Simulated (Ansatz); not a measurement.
# AlGa2: the cost of one run

The runs use Ansatz 0.2.0, Gaussian basis; cc-pVTZ, core rule «outside noble gas», up to 33 orbitals frozen.

The runs, in order: UHF; CCSD(T) on ROHF; CCSD(T) on UHF; BCCD(T) on ROHF; CCSDT(Q) on ROHF; CCSDT(Q) on UHF; CASSCF and MRCISD+Q, 8 electrons in 12 orbitals; CASSCF and NEVPT2, 8 electrons in 12 orbitals.

5 further runs of the same task are left out: 5 set aside as unsound or not needed.

**1. The system**

The geometry is a PBE0/def2-TZVP stationary point (not a proven minimum) of the parent state, kept for this charge and spin. No spin-orbit coupling is included. The filled d shell of Ga may be among the frozen orbitals whatever the setting's name suggests; the logs give the count.

3 atoms, charge 1, spin multiplicity 5.

Atoms are counted from 1 here; the program's logs count them from 0.

Bond lengths: Al1–Ga2 2.562 Å, Ga2–Ga3 2.562 Å. Angles: Al1–Ga2–Ga3 71.7°.

**2. UHF**

in.yaml

```yaml
crystal:
  periodic: [false, false, false]
  atoms:
    - {symbol: Al, position_ang: [0.000000, 1.851914, 0.941240]}
    - {symbol: Ga, position_ang: [0.000000, -0.707474, 1.050515]}
    - {symbol: Ga, position_ang: [0.000000, -0.009183, -1.414758]}
basis:
  gaussian: {orbitals: cc-pVTZ}
total_charge: 1
magnetization: {spin_polarized: true, initial_magnetization: 4}
hamiltonian: {xc: hf}
output: {orbitals: {seedname: orbitals}}
```

Launch:

```
$ ansatz run in.yaml --threads 1 --pin off --events-out ev --progress --plain --max-ram 4096MiB --backend cpu
```

**Question.** How long does this run take on 1 thread of AMD EPYC 7R13, shared host, and how much memory does it need?

About 25 s, with a peak of 0.42 GiB.
